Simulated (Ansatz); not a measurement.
# Si2H4 + SiH4O: a complex and its separated parts, part 2 of 3

Ansatz 0.2.0, Gaussian basis.

## (6) BLYP-D4/def2-TZVPP

The inputs:

parta/in.yaml

```yaml
crystal:
  periodic: [false, false, false]
  atoms:
    - {symbol: Si, position_ang: [-1.553260, -0.922707, 0.007449]}
    - {symbol: Si, position_ang: [0.650823, -1.824531, 0.050908]}
    - {symbol: H, position_ang: [-1.441515, -0.736361, 1.518830]}
    - {symbol: H, position_ang: [1.240960, -2.100742, -1.287620]}
    - {symbol: H, position_ang: [1.612409, -0.981750, 0.818558]}
    - {symbol: H, position_ang: [0.515793, -3.133155, 0.764188]}
basis:
  gaussian: {orbitals: def2-TZVPP}
hamiltonian: {xc: {name: BLYP}, dispersion: d4}
```

partb/in.yaml

```yaml
crystal:
  periodic: [false, false, false]
  atoms:
    - {symbol: H, position_ang: [-1.555098, 0.940874, -1.363444]}
    - {symbol: O, position_ang: [-1.257474, 0.951859, -0.453398]}
    - {symbol: Si, position_ang: [0.131085, 1.768708, -0.106985]}
    - {symbol: H, position_ang: [0.339758, 1.615004, 1.350612]}
    - {symbol: H, position_ang: [1.296453, 1.210044, -0.846459]}
    - {symbol: H, position_ang: [0.020066, 3.212758, -0.452538]}
basis:
  gaussian: {orbitals: def2-TZVPP}
hamiltonian: {xc: {name: BLYP}, dispersion: d4}
```

One command serves all of them, each in its own folder.

Run with:

```sh
$ ansatz run in.yaml --threads 4 --pin off --events-out ev --progress --plain --max-ram 9574MiB
```

Log of parta (excerpt; [...] marks lines left out):

```text
Functional definition: BLYP
  name "BLYP"
  cite "Becke, Phys. Rev. A 38, 3098 (1988) doi:10.1103/PhysRevA.38.3098"
  cite "Lee, Yang & Parr, Phys. Rev. B 37, 785 (1988) doi:10.1103/PhysRevB.37.785"
[...]
812 factors; their error is unknown
[...]
mean field -15818.36932471 eV, -581.3143506072 hartree, gradient 7.5e-5 eV, S^2 0.000000; 0 other end points of the search recorded, 0 dependent functions left out
reference -15818.36964809 eV, -581.3143624914 hartree; 16, 16 occupied and 124, 124 virtual orbitals, 812 factors
Total energy: -15818.60740767 eV, -581.3230999947 hartree
```

Output in partb (excerpt; [...] marks lines left out):

```text
[... 4 set-up lines as earlier in the session ...]
[...]
675 factors; their error is unknown
[...]
mean field -9991.38836443 eV, -367.1767499864 hartree, gradient 3.1e-5 eV, S^2 0.000000; 0 other end points of the search recorded, 0 dependent functions left out
reference -9991.38864624 eV, -367.1767603430 hartree; 13, 13 occupied and 116, 116 virtual orbitals, 675 factors
Total energy: -9991.53675652 eV, -367.1822032952 hartree
```

They took 0.6 s (parta), 0.5 s (partb) on 4 threads of Arm Neoverse V2, shared host.

## (7) r2SCAN-D4/def2-TZVPP

Each input of step 6 (parta, partb) changes in the same lines:

```diff
-hamiltonian: {xc: {name: BLYP}, dispersion: d4}
+hamiltonian: {xc: r2scan, dispersion: d4}
```

The same command starts each run, in its folder.

Run with:

```sh
$ ansatz run in.yaml --threads 4 --pin off --events-out ev --progress --plain --max-ram 9574MiB
```

Log of parta (excerpt; [...] marks lines left out):

```text
Functional definition: r2SCAN
  name "r2SCAN"
  cite "Furness, Kaplan, Ning, Perdew & Sun, J. Phys. Chem. Lett. 11, 8208 (2020) doi:10.1021/acs.jpclett.0c02405"
  cite "Furness, Kaplan, Ning, Perdew & Sun, J. Phys. Chem. Lett. 11, 9248 (2020) doi:10.1021/acs.jpclett.0c03077"
  parent r2scan
[...]
812 factors; their error is unknown
[...]
mean field -15816.88334366 eV, -581.2597418111 hartree, gradient 4.0e-5 eV, S^2 0.000000; 0 other end points of the search recorded, 0 dependent functions left out
reference -15816.88335550 eV, -581.2597422462 hartree; 16, 16 occupied and 124, 124 virtual orbitals, 812 factors
Total energy: -15816.90728925 eV, -581.2606217950 hartree
```

partb printed (excerpt; [...] marks lines left out):

```text
[... 5 set-up lines as earlier in the session ...]
[...]
675 factors; their error is unknown
[...]
mean field -9990.14276350 eV, -367.1309749966 hartree, gradient 2.4e-5 eV, S^2 0.000000; 0 other end points of the search recorded, 0 dependent functions left out
reference -9990.14277391 eV, -367.1309753793 hartree; 13, 13 occupied and 116, 116 virtual orbitals, 675 factors
Total energy: -9990.15740802 eV, -367.1315131727 hartree
```

They took 1.3 s (parta), 1.1 s (partb) on 4 threads of Arm Neoverse V2, shared host.

## (8) B97M-V/def2-TZVPP

The same edit goes into each in.yaml of step 7 (parta, partb):

```diff
-hamiltonian: {xc: r2scan, dispersion: d4}
+hamiltonian: {xc: {name: B97M-V}}
```

Each run has its own folder and the same command.

Run with:

```sh
$ ansatz run in.yaml --threads 4 --pin off --events-out ev --progress --plain --max-ram 9574MiB
```

Log of parta (excerpt; [...] marks lines left out):

```text
Functional definition: B97M-V
  name "B97M-V"
  cite "Mardirossian & Head-Gordon, J. Chem. Phys. 142, 074111 (2015) doi:10.1063/1.4907719"
  cite "Becke, J. Chem. Phys. 107, 8554 (1997) doi:10.1063/1.475007"
  cite "Vydrov & Van Voorhis, J. Chem. Phys. 133, 244103 (2010) doi:10.1063/1.3521275"
  # Of w^i u^j: cxij and so on, Table III.
[...]
  gx(w, u) = cx00 + cx01*u + cx02*u^2 + (cx10 + cx11*u)*w
[...]
  gos(w, u) = cos00 + cos01*u + cos03*u^3 + cos10*w + cos32*w^3*u^2
[...]
      + integral(e_c_pw_mod_opposite_spin*gos(b97_w_opposite, b97_u_opposite)) + vv10(b, c)
812 factors; their error is unknown
[...]
mean field -15814.61046637 eV, -581.1762151111 hartree, gradient 2.6e-5 eV, S^2 0.000000; 0 other end points of the search recorded, 0 dependent functions left out
reference -15814.61052408 eV, -581.1762172319 hartree; 16, 16 occupied and 124, 124 virtual orbitals, 812 factors
Total energy: -15814.61052408 eV, -581.1762172319 hartree
```

partb printed (excerpt; [...] marks lines left out):

```text
[... 5 set-up lines as earlier in the session ...]
  # Of w^i u^j: cxij and so on, Table III.
[...]
  gx(w, u) = cx00 + cx01*u + cx02*u^2 + (cx10 + cx11*u)*w
[...]
  gos(w, u) = cos00 + cos01*u + cos03*u^3 + cos10*w + cos32*w^3*u^2
[...]
      + integral(e_c_pw_mod_opposite_spin*gos(b97_w_opposite, b97_u_opposite)) + vv10(b, c)
675 factors; their error is unknown
[...]
mean field -9989.26358042 eV, -367.0986656143 hartree, gradient 7.0e-5 eV, S^2 0.000000; 0 other end points of the search recorded, 0 dependent functions left out
reference -9989.26363259 eV, -367.0986675314 hartree; 13, 13 occupied and 116, 116 virtual orbitals, 675 factors
Total energy: -9989.26363259 eV, -367.0986675314 hartree
```

Wall times: 2.4 s (parta), 1.9 s (partb) on 4 threads of Arm Neoverse V2, shared host.

## (9) PBE0-D4/def2-TZVPP

Each input of step 8 (parta, partb) changes in the same lines:

```diff
-hamiltonian: {xc: {name: B97M-V}}
+hamiltonian: {xc: pbe0, dispersion: d4}
+output: {orbitals: {seedname: orbitals}}
```

The same command starts each run, in its folder.

Run with:

```sh
$ ansatz run in.yaml --threads 4 --pin off --events-out ev --progress --plain --max-ram 9574MiB
```

parta printed (excerpt; [...] marks lines left out):

```text
[... 5 set-up lines as earlier in the session ...]
[...]
818 factors; their error is unknown
[...]
mean field -15811.77043854 eV, -581.0718460135 hartree, gradient 6.5e-5 eV, S^2 0.000000; 0 other end points of the search recorded, 0 dependent functions left out
reference -15811.77046733 eV, -581.0718470712 hartree; 16, 16 occupied and 124, 124 virtual orbitals, 818 factors
Total energy: -15811.86172843 eV, -581.0752008551 hartree
```

partb printed (excerpt; [...] marks lines left out):

```text
[... 5 set-up lines as earlier in the session ...]
[...]
678 factors; their error is unknown
[...]
mean field -9986.29142575 eV, -366.9894409448 hartree, gradient 1.5e-5 eV, S^2 0.000000; 0 other end points of the search recorded, 0 dependent functions left out
reference -9986.29145085 eV, -366.9894418671 hartree; 13, 13 occupied and 116, 116 virtual orbitals, 678 factors
Total energy: -9986.34444971 eV, -366.9913895396 hartree
```

Wall times: 0.7 s (parta), 0.55 s (partb) on 4 threads of Arm Neoverse V2, shared host.

## (10) B3LYP-D4/def2-TZVPP

Each input of step 9 (parta, partb) changes in the same lines:

```diff
-hamiltonian: {xc: pbe0, dispersion: d4}
-output: {orbitals: {seedname: orbitals}}
+hamiltonian: {xc: {name: B3LYP}, dispersion: d4}
```

The same command starts each run, in its folder.

Run with:

```sh
$ ansatz run in.yaml --threads 4 --pin off --events-out ev --progress --plain --max-ram 9574MiB
```

Output in parta (excerpt; [...] marks lines left out):

```text
Functional definition: B3LYP
  name "B3LYP"
  cite "Stephens, Devlin, Chabalowski & Frisch, J. Phys. Chem. 98, 11623 (1994) doi:10.1021/j100096a001"
[... 2 set-up lines as earlier in the session ...]
  cite "Vosko, Wilk & Nusair, Can. J. Phys. 58, 1200 (1980) doi:10.1139/p80-159"
[...]
818 factors; their error is unknown
[...]
mean field -15819.90690607 eV, -581.3708556801 hartree, gradient 1.8e-5 eV, S^2 0.000000; 0 other end points of the search recorded, 0 dependent functions left out
reference -15819.90714727 eV, -581.3708645441 hartree; 16, 16 occupied and 124, 124 virtual orbitals, 818 factors
Total energy: -15820.08512167 eV, -581.3774049825 hartree
```

partb printed (excerpt; [...] marks lines left out):

```text
[... 6 set-up lines as earlier in the session ...]
[...]
678 factors; their error is unknown
[...]
mean field -9992.74275968 eV, -367.2265230940 hartree, gradient 2.1e-5 eV, S^2 0.000000; 0 other end points of the search recorded, 0 dependent functions left out
reference -9992.74296952 eV, -367.2265308053 hartree; 13, 13 occupied and 116, 116 virtual orbitals, 678 factors
Total energy: -9992.84765877 eV, -367.2303780645 hartree
```

Times: 0.75 s (parta), 0.65 s (partb) on 4 threads of Arm Neoverse V2, shared host.

## (11) r2SCAN0-D4/def2-TZVPP

The same edit goes into each in.yaml of step 10 (parta, partb):

```diff
-hamiltonian: {xc: {name: B3LYP}, dispersion: d4}
+hamiltonian: {xc: {name: r2SCAN0}, dispersion: d4}
```

Each run has its own folder and the same command.

Run with:

```sh
$ ansatz run in.yaml --threads 4 --pin off --events-out ev --progress --plain --max-ram 9574MiB
```

Output in parta (excerpt; [...] marks lines left out):

```text
Functional definition: r2SCAN0
  name "r2SCAN0"
  cite "Bursch, Neugebauer, Ehlert & Grimme, J. Chem. Phys. 156, 134105 (2022) doi:10.1063/5.0086040"
[... 3 set-up lines as earlier in the session ...]
[...]
818 factors; their error is unknown
[...]
mean field -15816.68437608 eV, -581.2524298872 hartree, gradient 5.9e-5 eV, S^2 0.000000; 0 other end points of the search recorded, 0 dependent functions left out
reference -15816.68438555 eV, -581.2524302352 hartree; 16, 16 occupied and 124, 124 virtual orbitals, 818 factors
Total energy: -15816.71342224 eV, -581.2534973139 hartree
```

Log of partb (excerpt; [...] marks lines left out):

```text
[... 6 set-up lines as earlier in the session ...]
[...]
678 factors; their error is unknown
[...]
mean field -9989.76146879 eV, -367.1169626744 hartree, gradient 1.4e-5 eV, S^2 0.000000; 0 other end points of the search recorded, 0 dependent functions left out
reference -9989.76147706 eV, -367.1169629786 hartree; 13, 13 occupied and 116, 116 virtual orbitals, 678 factors
Total energy: -9989.77850475 eV, -367.1175887346 hartree
```

Times: 1.4 s (parta), 1.2 s (partb) on 4 threads of Arm Neoverse V2, shared host.

## (12) BHLYP-D4/def2-TZVPP

Each input of step 11 (parta, partb) changes in the same lines:

```diff
-hamiltonian: {xc: {name: r2SCAN0}, dispersion: d4}
+hamiltonian: {xc: {name: BHLYP}, dispersion: d4}
```

The same command starts each run, in its folder.

Run with:

```sh
$ ansatz run in.yaml --threads 4 --pin off --events-out ev --progress --plain --max-ram 9574MiB
```

Log of parta (excerpt; [...] marks lines left out):

```text
Functional definition: BHLYP
  name "BHLYP"
  cite "Becke, J. Chem. Phys. 98, 1372 (1993) doi:10.1063/1.464304"
[... 2 set-up lines as earlier in the session ...]
[...]
856 factors; their error is unknown
[...]
mean field -15818.55271287 eV, -581.3210899978 hartree, gradient 5.7e-5 eV, S^2 0.000000; 0 other end points of the search recorded, 0 dependent functions left out
reference -15818.55287592 eV, -581.3210959900 hartree; 16, 16 occupied and 124, 124 virtual orbitals, 856 factors
Total energy: -15818.70298718 eV, -581.3266124767 hartree
```

Output in partb (excerpt; [...] marks lines left out):

```text
[... 5 set-up lines as earlier in the session ...]
[...]
723 factors; their error is unknown
[...]
mean field -9991.01757553 eV, -367.1631237458 hartree, gradient 3.1e-5 eV, S^2 0.000000; 0 other end points of the search recorded, 0 dependent functions left out
reference -9991.01771719 eV, -367.1631289517 hartree; 13, 13 occupied and 116, 116 virtual orbitals, 723 factors
Total energy: -9991.09250917 eV, -367.1658775064 hartree
```

They took 0.75 s (parta), 0.6 s (partb) on 4 threads of Arm Neoverse V2, shared host.

## (13) CAM-B3LYP-D4/def2-TZVPP

The same edit goes into each in.yaml of step 12 (parta, partb):

```diff
-hamiltonian: {xc: {name: BHLYP}, dispersion: d4}
+hamiltonian: {xc: {name: CAM-B3LYP}, dispersion: d4}
```

One command serves all of them, each in its own folder.

Run with:

```sh
$ ansatz run in.yaml --threads 4 --pin off --events-out ev --progress --plain --max-ram 9574MiB
```

parta printed (excerpt; [...] marks lines left out):

```text
Functional definition: CAM-B3LYP
  name "CAM-B3LYP"
  cite "Yanai, Tew & Handy, Chem. Phys. Lett. 393, 51 (2004) doi:10.1016/j.cplett.2004.06.011"
  cite "Iikura, Tsuneda, Yanai & Hirao, J. Chem. Phys. 115, 3540 (2001) doi:10.1063/1.1383587"
[... 2 set-up lines as earlier in the session ...]
[...]
  # Exact exchange under (alpha + beta erf(omega r))/r, Becke's under what is left of 1/r.
[...]
818 factors; their error is unknown
210 factors; integrals over basis functions are off by at most 1.5e-5 eV
[...]
mean field -15818.76749961 eV, -581.3289832651 hartree, gradient 5.3e-5 eV, S^2 0.000000; 0 other end points of the search recorded, 0 dependent functions left out
reference -15818.76761710 eV, -581.3289875827 hartree; 16, 16 occupied and 124, 124 virtual orbitals, 818 factors
Total energy: -15818.86122822 eV, -581.3324277279 hartree
```

Output in partb (excerpt; [...] marks lines left out):

```text
[... 6 set-up lines as earlier in the session ...]
[...]
  # Exact exchange under (alpha + beta erf(omega r))/r, Becke's under what is left of 1/r.
[...]
678 factors; their error is unknown
177 factors; integrals over basis functions are off by at most 1.3e-5 eV
[...]
mean field -9991.52637935 eV, -367.1818219415 hartree, gradient 8.3e-5 eV, S^2 0.000000; 0 other end points of the search recorded, 0 dependent functions left out
reference -9991.52648129 eV, -367.1818256877 hartree; 13, 13 occupied and 116, 116 virtual orbitals, 678 factors
Total energy: -9991.57918648 eV, -367.1837625677 hartree
```

Times: 0.85 s (parta), 0.7 s (partb) on 4 threads of Arm Neoverse V2, shared host.

## (14) wB97X-V/def2-TZVPP

The same edit goes into each in.yaml of step 13 (parta, partb):

```diff
-hamiltonian: {xc: {name: CAM-B3LYP}, dispersion: d4}
+hamiltonian: {xc: {name: wB97X-V}}
```

Each run has its own folder and the same command.

Run with:

```sh
$ ansatz run in.yaml --threads 4 --pin off --events-out ev --progress --plain --max-ram 9574MiB
```

Output in parta (excerpt; [...] marks lines left out):

```text
Functional definition: wB97X-V
  name "wB97X-V"
  cite "Mardirossian & Head-Gordon, Phys. Chem. Chem. Phys. 16, 9904 (2014) doi:10.1039/C3CP54374A"
[... 2 set-up lines as earlier in the session ...]
[...]
      + integral(e_c_pw_opposite_spin*poly(b97_u_opposite, cos0, cos1)) + vv10(b, c)
818 factors; their error is unknown
188 factors; integrals over basis functions are off by at most 1.5e-5 eV
[...]
mean field -15815.97688717 eV, -581.2264301492 hartree, gradient 3.8e-5 eV, S^2 0.000000; 0 other end points of the search recorded, 0 dependent functions left out
reference -15815.97688524 eV, -581.2264300784 hartree; 16, 16 occupied and 124, 124 virtual orbitals, 818 factors
Total energy: -15815.97688524 eV, -581.2264300784 hartree
```

Log of partb (excerpt; [...] marks lines left out):

```text
[... 5 set-up lines as earlier in the session ...]
[...]
      + integral(e_c_pw_opposite_spin*poly(b97_u_opposite, cos0, cos1)) + vv10(b, c)
678 factors; their error is unknown
163 factors; integrals over basis functions are off by at most 1.4e-5 eV
[...]
mean field -9989.99701148 eV, -367.1256187085 hartree, gradient 4.8e-5 eV, S^2 0.000000; 0 other end points of the search recorded, 0 dependent functions left out
reference -9989.99700975 eV, -367.1256186452 hartree; 13, 13 occupied and 116, 116 virtual orbitals, 678 factors
Total energy: -9989.99700975 eV, -367.1256186452 hartree
```

They took 2 s (parta), 1.6 s (partb) on 4 threads of Arm Neoverse V2, shared host.

## (15) wB97M-V/def2-TZVPP

The same edit goes into each in.yaml of step 14 (parta, partb):

```diff
-hamiltonian: {xc: {name: wB97X-V}}
+hamiltonian: {xc: {name: wB97M-V}}
```

One command serves all of them, each in its own folder.

Run with:

```sh
$ ansatz run in.yaml --threads 4 --pin off --events-out ev --progress --plain --max-ram 9574MiB
```

parta printed (excerpt; [...] marks lines left out):

```text
Functional definition: wB97M-V
  name "wB97M-V"
  cite "Mardirossian & Head-Gordon, J. Chem. Phys. 144, 214110 (2016) doi:10.1063/1.4952647"
[... 2 set-up lines as earlier in the session ...]
  # Of w^i u^j: cxij and so on, Table III.
[...]
  gx(w, u) = 1 - cx + cx01*u + cx10*w
[...]
      + integral(e_c_pw_mod_opposite_spin*gos(b97_w_opposite, b97_u_opposite)) + vv10(b, c)
818 factors; their error is unknown
188 factors; integrals over basis functions are off by at most 1.5e-5 eV
[...]
mean field -15817.07513200 eV, -581.2667899023 hartree, gradient 3.2e-5 eV, S^2 0.000000; 0 other end points of the search recorded, 0 dependent functions left out
reference -15817.07517882 eV, -581.2667916232 hartree; 16, 16 occupied and 124, 124 virtual orbitals, 818 factors
Total energy: -15817.07517882 eV, -581.2667916232 hartree
```

Log of partb (excerpt; [...] marks lines left out):

```text
[... 5 set-up lines as earlier in the session ...]
  # Of w^i u^j: cxij and so on, Table III.
[...]
  gx(w, u) = 1 - cx + cx01*u + cx10*w
[...]
      + integral(e_c_pw_mod_opposite_spin*gos(b97_w_opposite, b97_u_opposite)) + vv10(b, c)
678 factors; their error is unknown
163 factors; integrals over basis functions are off by at most 1.4e-5 eV
[...]
mean field -9990.45389166 eV, -367.1424087457 hartree, gradient 4.2e-5 eV, S^2 0.000000; 0 other end points of the search recorded, 0 dependent functions left out
reference -9990.45393383 eV, -367.1424102953 hartree; 13, 13 occupied and 116, 116 virtual orbitals, 678 factors
Total energy: -9990.45393383 eV, -367.1424102953 hartree
```

They took 2.5 s (parta), 1.8 s (partb) on 4 threads of Arm Neoverse V2, shared host.

## (16) B2PLYP/def2-TZVPP

The same edit goes into each in.yaml of step 15 (parta, partb):

```diff
-hamiltonian: {xc: {name: wB97M-V}}
+hamiltonian: {xc: {name: B2PLYP}}
```

One command serves all of them, each in its own folder.

Run with:

```sh
$ ansatz run in.yaml --threads 4 --pin off --events-out ev --progress --plain --max-ram 9574MiB
```

Log of parta (excerpt; [...] marks lines left out):

```text
Functional definition: B2PLYP
  name "B2PLYP"
  cite "Grimme, J. Chem. Phys. 124, 034108 (2006) doi:10.1063/1.2148954"
[... 2 set-up lines as earlier in the session ...]
[...]
790 factors; integrals over basis functions are off by at most 9.7e-4 eV
[...]
mean field -15809.68505771 eV, -580.9952096813 hartree, gradient 8.8e-6 eV, S^2 0.000000; 0 other end points of the search recorded, 0 dependent functions left out; unrestricted orbitals would lower it
10 core orbitals not correlated: weight in the atoms' cores, before any rotation towards them, 1.000 or more for the frozen orbitals, at most 0.000 for the correlated occupied ones
reference -15809.68520999 eV, -580.9952152776 hartree; 6, 6 occupied and 124, 124 virtual orbitals, 790 factors
second order -7.93267526 eV of doubles, -0.00000000 eV of singles
Total energy: -15811.82703231 eV, -581.0739257961 hartree
```

Log of partb (excerpt; [...] marks lines left out):

```text
[... 5 set-up lines as earlier in the session ...]
[...]
746 factors; integrals over basis functions are off by at most 1.0e-3 eV
[...]
mean field -9983.99670148 eV, -366.9051113835 hartree, gradient 2.8e-6 eV, S^2 0.000000; 0 other end points of the search recorded, 0 dependent functions left out
6 core orbitals not correlated: weight in the atoms' cores, before any rotation towards them, 1.000 or more for the frozen orbitals, at most 0.000 for the correlated occupied ones
reference -9983.99683375 eV, -366.9051162441 hartree; 7, 7 occupied and 116, 116 virtual orbitals, 746 factors
second order -12.31558487 eV of doubles, -0.00000000 eV of singles
Total energy: -9987.32204166 eV, -367.0273153811 hartree
```

They took 1.1 s (parta), 0.9 s (partb) on 4 threads of Arm Neoverse V2, shared host.

## (17) PBE-QIDH/def2-TZVPP

Each input of step 16 (parta, partb) changes in the same lines:

```diff
-hamiltonian: {xc: {name: B2PLYP}}
+hamiltonian: {xc: {name: PBE-QIDH}}
```

One command serves all of them, each in its own folder.

Run with:

```sh
$ ansatz run in.yaml --threads 4 --pin off --events-out ev --progress --plain --max-ram 9574MiB
```

Output in parta (excerpt; [...] marks lines left out):

```text
Functional definition: PBE-QIDH
  name "PBE-QIDH"
  cite "Brémond, Sancho-García, Pérez-Jiménez & Adamo, J. Chem. Phys. 141, 031101 (2014) doi:10.1063/1.4890314"
[... 1 set-up line as earlier in the session ...]
[...]
790 factors; integrals over basis functions are off by at most 9.7e-4 eV
[...]
mean field -15804.53910463 eV, -580.8060993939 hartree, gradient 4.4e-6 eV, S^2 0.000000; 0 other end points of the search recorded, 0 dependent functions left out; unrestricted orbitals would lower it
10 core orbitals not correlated: weight in the atoms' cores, before any rotation towards them, 1.000 or more for the frozen orbitals, at most 0.000 for the correlated occupied ones
reference -15804.53911635 eV, -580.8060998243 hartree; 6, 6 occupied and 124, 124 virtual orbitals, 790 factors
second order -7.30874217 eV of doubles, -0.00000000 eV of singles
Total energy: -15806.97536374 eV, -580.8956302646 hartree
```

Output in partb (excerpt; [...] marks lines left out):

```text
[... 4 set-up lines as earlier in the session ...]
[...]
746 factors; integrals over basis functions are off by at most 1.0e-3 eV
[...]
mean field -9979.98623899 eV, -366.7577296054 hartree, gradient 3.7e-6 eV, S^2 0.000000; 0 other end points of the search recorded, 0 dependent functions left out
6 core orbitals not correlated: weight in the atoms' cores, before any rotation towards them, 1.000 or more for the frozen orbitals, at most 0.000 for the correlated occupied ones
reference -9979.98624923 eV, -366.7577299815 hartree; 7, 7 occupied and 116, 116 virtual orbitals, 746 factors
second order -11.46619201 eV of doubles, -0.00000000 eV of singles
Total energy: -9983.80831323 eV, -366.8981882429 hartree
```

Wall times: 1.1 s (parta), 0.9 s (partb) on 4 threads of Arm Neoverse V2, shared host.

(Continued in part 3 of 3.)
